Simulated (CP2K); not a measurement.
A run of CP2K 2026.2 is set up as follows.

Contents of alsn_scf.inp:

```
&GLOBAL
  PROJECT alsn_scf
  RUN_TYPE ENERGY_FORCE
  PRINT_LEVEL LOW
&END GLOBAL
&FORCE_EVAL
  METHOD QS
  STRESS_TENSOR ANALYTICAL
  &DFT
    BASIS_SET_FILE_NAME BASIS_MOLOPT_UZH
    POTENTIAL_FILE_NAME POTENTIAL_UZH
    &MGRID
      CUTOFF 450
      REL_CUTOFF 60
      NGRIDS 5
    &END MGRID
    &QS
      METHOD GPW
      EPS_DEFAULT 1.0E-10
    &END QS
    &KPOINTS
      SCHEME MONKHORST-PACK 7 7 8
      GAMMA_CENTERED T
      SYMMETRY T
      SYMMETRY_BACKEND SPGLIB
    &END KPOINTS
    &SCF
      SCF_GUESS ATOMIC
      EPS_SCF 1.0E-6
      MAX_SCF 100
      ADDED_MOS 10
      CHOLESKY OFF
      EPS_EIGVAL 1.0E-7
      &DIAGONALIZATION ON
        ALGORITHM STANDARD
      &END DIAGONALIZATION
      &MIXING ON
        METHOD BROYDEN_MIXING
        ALPHA 0.4
        BETA 1.5
        NBUFFER 8
      &END MIXING
      &SMEAR ON
        METHOD FERMI_DIRAC
        ELECTRONIC_TEMPERATURE [K] 580.226
      &END SMEAR
    &END SCF
    &XC
      &XC_FUNCTIONAL
        &GGA_X_PBE_SOL
        &END GGA_X_PBE_SOL
        &GGA_C_PBE_SOL
        &END GGA_C_PBE_SOL
      &END XC_FUNCTIONAL
    &END XC
    &PRINT
      &KPOINTS ON
      &END KPOINTS
      &MULLIKEN ON
      &END MULLIKEN
      &MO ON
        ENERGIES T
        OCCUPATION_NUMBERS T
        &EACH
          QS_SCF 0
        &END EACH
        ADD_LAST NUMERIC
      &END MO
      &LOWDIN ON
      &END LOWDIN
      &HIRSHFELD ON
        SHAPE_FUNCTION DENSITY
      &END HIRSHFELD
      &E_DENSITY_CUBE ON
        STRIDE 1
      &END E_DENSITY_CUBE
      &V_HARTREE_CUBE ON
        STRIDE 1
      &END V_HARTREE_CUBE
      &ELF_CUBE ON
        STRIDE 1
      &END ELF_CUBE
    &END PRINT
  &END DFT
  &SUBSYS
    &CELL
      A 4.1981056157 0.0000000000 0.0000000000
      B -2.0990528078 3.6356661109 0.0000000000
      C 0.0000000000 0.0000000000 3.3068470000
      PERIODIC XYZ
    &END CELL
    &COORD
      Sn  -0.0000000002 2.4237774074 1.6534235000
      Al  0.0000000000 0.0000000000 0.0000000000
    &END COORD
    &KIND Sn
      BASIS_SET TZVP-MOLOPT-PBE-GTH-q4
      POTENTIAL GTH-PBE-q4
    &END KIND
    &KIND Al
      BASIS_SET TZVP-MOLOPT-PBE-GTH-q3
      POTENTIAL GTH-PBE-q3
    &END KIND
    &PRINT
      &ATOMIC_COORDINATES ON
      &END ATOMIC_COORDINATES
      &CELL ON
      &END CELL
    &END PRINT
  &END SUBSYS
  &PRINT
    &FORCES ON
    &END FORCES
    &STRESS_TENSOR ON
    &END STRESS_TENSOR
  &END PRINT
&END FORCE_EVAL
```

Potentials or basis: POTENTIAL_UZH Sn GTH-PBE-q4, Al GTH-PBE-q3; TZVP-MOLOPT-PBE-GTH basis.

Launch:

```bash
$ OMP_NUM_THREADS=1 cp2k.psmp -i alsn_scf.inp -o alsn_scf.out
```

Problem. Predict the Hirshfeld charges.

Solution. Sn -0.02; Al +0.02 e.

Problem. What does it give for the band gap on the k mesh?

Solution. None (metal or under the smearing width).

Stress tensor (GPa, compression positive):
```
0.16 0.00 0.00
0.00 0.16 0.00
0.00 0.00 1.28
```

Caveat: the potentials were made for another functional, which shifts forces and pressure; the basis of atomic orbitals isn't converged, which shifts pressures, moduli and gaps.
